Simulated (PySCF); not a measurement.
# AsF: from the state search to spectroscopic constants

What are the lowest state that PBE0 finds, the bond length, vibrational wavenumber and bond energy of AsF, and how much do these hang on the method?

Method: As x2c-SVPall, F x2c-SVPall, spin-free X2C with a Gaussian nucleus; program: PySCF 2.14.0.

### 1 Set-up

A driver script around PySCF takes these settings:

| Quantity | Value |
| --- | --- |
| atoms | As, F |
| charge | 0 |
| basis | As x2c-SVPall, F x2c-SVPall |
| Hamiltonian | spin-free X2C with a Gaussian nucleus |
| basis functions | 46 |
| electrons treated | 42 |
| masses in u | 74.9216, 18.9984 |
| levels | PBE0, PBE, r²SCAN, BLYP, r²SCAN0, BHandHLYP, CAM-B3LYP, HF, MP2, SCS-MP2, CCSD, CCSD(T) |
| grid | 80 radial by 434 angular points |
| occupations | held fixed by the projection of orbital angular momentum |
| dissociation limit | As + F, each in its ground configuration |
| starting distance in angstrom | 1.790 |
| values of 2S to try | 0, 2, 4 |

Launch:

```bash
$ OMP_NUM_THREADS=1 python dia.py task.json out
```

The runs that follow: The PBE0 curve of the state that the search chose; Excited determinants; PBE; r²SCAN; BLYP (GGA); r²SCAN0 (hybrid meta-GGA); BHandHLYP (global hybrid GGA); CAM-B3LYP (range-separated hybrid); UHF (mean field); Correlated methods on the Hartree–Fock reference.

Q: Predict the outcome of this session. Wanted: for each run, Re; ωe; De; μ.

The runs gave:

Lowest PBE0 solution found, without spin–orbit coupling: ³Σ⁻ (triplet), unpaired electrons π ↑↑. State 2 has its PBE0 minimum 0.36 eV higher, as a spin-mixed determinant (⟨S²⟩ = 1.01), so this is no gap between pure states. State 3 has its PBE0 minimum 1.43 eV higher. The other levels ran on the lowest alone.

| level | Re (Å) | ωe (cm⁻¹) | De (eV) | μ (D) |
| --- | --- | --- | --- | --- |
| UHF | 1.736 | 727 | 1.94 | -2.28 |
| UHF-MP2 | 1.755 | 699 | 3.63 | n/a |
| UHF-SCS-MP2 | 1.759 | 691 | 3.53 | n/a |
| UHF-CCSD | 1.757 | 694 | 3.32 | n/a |
| UHF-CCSD(T) | 1.762 | 684 | 3.42 | n/a |
| PBE | 1.772 | 668 | 4.50 | -1.65 |
| BLYP | 1.782 | 654 | 4.51 | -1.69 |
| r²SCAN | 1.754 | 692 | 4.13 | -1.72 |
| PBE0 | 1.750 | 702 | 4.01 | -1.84 |
| r²SCAN0 | 1.740 | 715 | 3.77 | -1.87 |
| BHandHLYP | 1.740 | 718 | 3.66 | -2.03 |
| CAM-B3LYP | 1.745 | 711 | 4.23 | -1.85 |

De is counted to As + F in their ground configurations. A positive dipole means As(−)F(+).

Differences from CCSD(T) in the same basis:

| level | Re (mÅ) | ωe (%) |
| --- | --- | --- |
| UHF | -26 | +6.2 |
| UHF-MP2 | -6 | +2.1 |
| UHF-SCS-MP2 | -3 | +1.0 |
| UHF-CCSD | -5 | +1.4 |
| PBE | +10 | -2.4 |
| BLYP | +21 | -4.5 |
| r²SCAN | -8 | +1.2 |
| PBE0 | -12 | +2.5 |
| r²SCAN0 | -21 | +4.5 |
| BHandHLYP | -22 | +4.9 |
| CAM-B3LYP | -16 | +4.0 |

Against CCSD(T) in the same basis, the bond length is nearest at UHF-SCS-MP2 (-3 mÅ) and farthest at UHF (-26 mÅ); the wavenumber is nearest at UHF-SCS-MP2 (+1.0 %) and farthest at UHF (+6.2 %). Hartree–Fock makes the bond too short and too stiff against this reference, as it mostly does. PBE has the long and soft bond that GGAs tend to give. CCSD(T) in a basis this small is itself some way from its limit, more so than the functionals. Of the levels with a De here, UHF gives the least (1.94 eV) and BLYP the most (4.51 eV).

Correlated steps freeze 10 core orbitals.
